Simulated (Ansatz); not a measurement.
Relaxation of a periodic cell of 13 atoms, LiSc₁₂ (host Sc, host structure hcp, interstitial Li), to a largest force component of 0.03 eV/Å in at most 60 steps.

Computed with Ansatz, DFT PBE, scalar-relativistic, plane waves, PAW. Settings: cutoff 420 eV, k mesh 3x2x3, fermi-dirac smearing 0.15 eV, no spin polarisation.

```xyz
13
Lattice="6.6200 0.0000 0.0000 -4.9650 8.5996 0.0000 0.0000 0.0000 5.2761" Properties=species:S:1:pos:R:3
Sc 0.000 0.000 0.000
Sc 0.000 1.911 2.638
Sc -1.655 2.867 0.000
Sc -1.655 4.778 2.638
Sc -3.310 5.733 0.000
Sc -3.310 7.644 2.638
Sc 3.310 0.000 0.000
Sc 3.310 1.911 2.638
Sc 1.655 2.867 0.000
Sc 1.655 4.778 2.638
Sc 0.000 5.733 0.000
Sc 0.000 7.644 2.638
Li -3.279 5.743 1.959
```

Task: Where does it end, and by what steps?

Result: It converged. The force dipped under the threshold on the way, but the program's further checks kept it going. Limits of this set-up: coarse k mesh, a small cell, in which the defect meets its images, a typed lattice constant that wasn't relaxed here. After 17 steps the energy has fallen by 2.978 eV; Li13 moved furthest, 1.72 Å.

```csv
step,energy less start (eV),largest force component (eV/Å),accepted
0,0.0000,4.059,yes
1,-1.4667,2.458,yes
2,-2.3622,1.166,yes
3,-2.6735,0.229,yes
4,-2.7338,0.161,yes
5,-2.7493,0.123,yes
6,-2.7669,0.054,yes
7,-2.7864,0.076,yes
8,-2.8174,0.098,yes
9,-2.8487,0.156,yes
10,-2.8838,0.135,yes
11,-2.9307,0.076,yes
12,-2.9543,0.200,yes
13,-2.9757,0.029,yes
14,-2.9757,0.030,yes
15,-2.9767,0.041,yes
16,-2.9782,0.006,yes
17,-2.9782,0.006,yes
```

```xyz
13
Lattice="6.6200 0.0000 0.0000 -4.9650 8.5996 0.0000 0.0000 0.0000 5.2761" Properties=species:S:1:pos:R:3
Sc 0.113 -0.057 -0.029
Sc 0.104 1.744 2.586
Sc -1.486 2.839 -0.062
Sc -1.553 4.808 2.512
Sc -3.176 5.629 -0.137
Sc -2.945 7.844 2.736
Sc 3.469 -0.031 0.082
Sc 3.491 1.890 2.650
Sc 1.779 2.703 0.003
Sc 1.710 4.263 2.669
Sc 0.099 5.653 -0.107
Sc -0.084 7.795 2.736
Li -4.798 6.527 2.149
```

Whether the end is a true minimum wasn't checked by a vibrational analysis.

The run took 2.6 min on 2 threads of Intel(R) Xeon(R) Platinum 8488C (Sapphire Rapids) (shared host), peak memory 0.76 GiB.
